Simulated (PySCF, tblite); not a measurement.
# C6H13NSi2: geometry, infrared bands and NMR shifts

Aim: predict the infrared bands and NMR shifts of C6H13NSi2 (`N#CC[SiH2]C[SiH2]C1CC1`).

Computed with tblite 0.8.0 and PySCF 2.14.0, with density-fitted response routines of our own, on a single molecule in the gas phase. Atoms count from 0, in the outputs and in this text.

## (1) Starting geometry

22 atoms, charge 0, multiplicity 1; geometry from: force field or distance geometry start.

Bonds of the start (Å): N0–C1 1.17, C1–C2 1.45, C2–Si3 1.86, Si3–C4 1.86, C4–Si5 1.86, Si5–C6 1.87, C6–C7 1.50, C7–C8 1.50, C8–C6 1.50, C2–H9 1.08, C2–H10 1.11, Si3–H11 1.50, Si3–H12 1.47, C4–H13 1.09, C4–H14 1.09, Si5–H15 1.48, Si5–H16 1.48, C6–H17 1.08, C7–H18 1.09, C7–H19 1.09, C8–H20 1.08, C8–H21 1.09.

## (2) Geometry optimisation with GFN2-xTB

The job: settings as JSON, then the geometry in Å.

```
{"job": {"kind": "relax", "xc": "GFN2-xTB", "basis": "xTB"}, "charge": 0, "multiplicity": 1}
N      3.842900     1.468800     1.784000
C      3.561200     1.000400     0.751600
C      3.225300     0.400700    -0.529700
Si     2.159500    -1.110800    -0.364200
C      0.625800    -0.896500     0.662600
Si    -0.520500     0.214700    -0.286700
C     -2.081200     0.571900     0.686500
C     -3.198100    -0.429400     0.660000
C     -3.346200     0.880200    -0.054300
H      4.129200     0.141700    -1.067900
H      2.695700     1.147700    -1.148400
H      2.973300    -2.185800     0.282100
H      1.818400    -1.642000    -1.694400
H      0.871000    -0.468300     1.631300
H      0.144900    -1.853900     0.837900
H      0.166000     1.500900    -0.564800
H     -0.876900    -0.398400    -1.581300
H     -1.906500     1.086700     1.622600
H     -3.780100    -0.580700     1.570000
H     -3.119200    -1.325700     0.050900
H     -3.369900     0.876800    -1.136000
H     -4.025100     1.620600     0.377100
```

Command:

```sh
$ OMP_NUM_THREADS=1 python probes_run.py task.json out
```

One launch serves the whole session: the jobs run in the order shown.

**Question.** This job is followed by: GFN2-xTB harmonic vibrations, gas phase; GIAO PBE0/pcSseg-1 NMR shielding, non-relativistic, gas phase. What will the session give for the following? strongest single infrared mode (GFN2-xTB); zero-point energy (GFN2-xTB); ¹³C shifts against TMS (PBE0/pcSseg-1, means over atoms taken as alike); ¹H shifts against TMS (PBE0/pcSseg-1, means over atoms taken as alike); ¹⁵N shifts against NH3 (PBE0/pcSseg-1); ²⁹Si shifts against TMS (PBE0/pcSseg-1).

**Answer**, as computed:

| quantity | value |
| --- | --- |
| strongest single infrared mode (GFN2-xTB) | 2230 cm⁻¹, 554 km/mol |
| zero-point energy (GFN2-xTB) | 104.2 kcal/mol |
| ¹³C shifts against TMS (PBE0/pcSseg-1, means over atoms taken as alike) | 122.7, 4.0, -1.8, -3.4, -9.6 ppm |
| ¹H shifts against TMS (PBE0/pcSseg-1, means over atoms taken as alike) | 4.41, 4.02, 1.60, 0.74, 0.39, 0.22, -0.15 ppm |
| ¹⁵N shifts against NH3 (PBE0/pcSseg-1) | 295.9 ppm |
| ²⁹Si shifts against TMS (PBE0/pcSseg-1) | -30.9, -39.7 ppm |

**Reading.** The optimisation took 76 steps and gained 0.257 eV; among the close pairs (by a distance rule), C2–Si3 changed most, from 1.857 to 1.922 Å. All 60 modes are real, so the xTB geometry is a minimum. The strongest single mode, at 2230 cm⁻¹, moves mainly H11 and H12. Unscaled tight-binding wavenumbers are off by several per cent, some by more. Its intensities can rank the bands wrongly. C1 (nitrile carbon) lies farthest downfield among carbon, at 122.7 ppm; this is the usual window of a C≡N carbon, which has no attached hydrogen. At PBE0/pcSseg-1: The widest tensor belongs to N0: span 509 ppm, with a paramagnetic part of -369 ppm.
